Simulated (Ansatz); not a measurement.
# Hf2C: the cost of one run

Program: Ansatz 0.2.0. Level of theory: DFT PBE, scalar-relativistic, plane waves, PAW. These are calculated values, not measurements.

**1. The system as given**

Symmetry: P-4m2, No. 115, tetragonal system. Conventional cell: a = 4.160 Å, b = 4.160 Å, c = 17.000 Å, α = 90.00°, β = 90.00°, γ = 90.00°. Around Hf (site symmetry 2mm) lie 2 C at 2.55 Å. C (site symmetry -4m2) has 4 Hf at 2.55 Å as nearest neighbours.

Structure file:

```
Hf C
1.0
     4.15994    0.00000    0.00000
     0.00000    4.15994    0.00000
     0.00000    0.00000   17.00000
Hf C
2 1
Cartesian
  0.0000 2.0800 7.0334
  2.0800 0.0000 9.9666
  2.0800 2.0800 8.5000
```

A structure generator made this guess: species swapped into a sheet modelled on a layer of CdCl2, with C on the Cd sites and Hf on the Cl sites. Its size is a rough estimate.

Only a and b are periodic; c spans vacuum, so the box's volume, pressure and space group aren't properties of the sheet.

**2. The guess as it stands, on a coarse mesh**

File input.yaml:

```yaml
crystal:
  lattice:
    - [4.15994238, 0.0, 0.0]
    - [0.0, 4.15994238, 0.0]
    - [0.0, 0.0, 17.0]
  atoms:
    - { symbol: Hf, position: [0.0, 0.5, 0.41372678] }
    - { symbol: Hf, position: [0.5, 0.0, 0.58627322] }
    - { symbol: C, position: [0.5, 0.5, 0.5] }
  periodic: [true, true, false]
basis:
  ecutwfc: 420
kpoints:
  mp_grid: { grid: [4, 4, 1] }
hamiltonian:
  xc: pbe
scf:
  occupations: { method: gaussian, width: 0.1 }
  lower_state_search: "off"
output:
  forces: true
  stress: true
  eigenvalues: true
```

Command:

```bash
$ ansatz run input.yaml --threads 1 --pin off --max-ram 2048MiB --backend cpu --events-out ev --progress --plain --runs-dir out
```

**Question.** How long does this run take on 1 thread of Arm Neoverse V1, shared host, and how much memory does it need?

About 9.7 s, with a peak of 0.52 GiB.
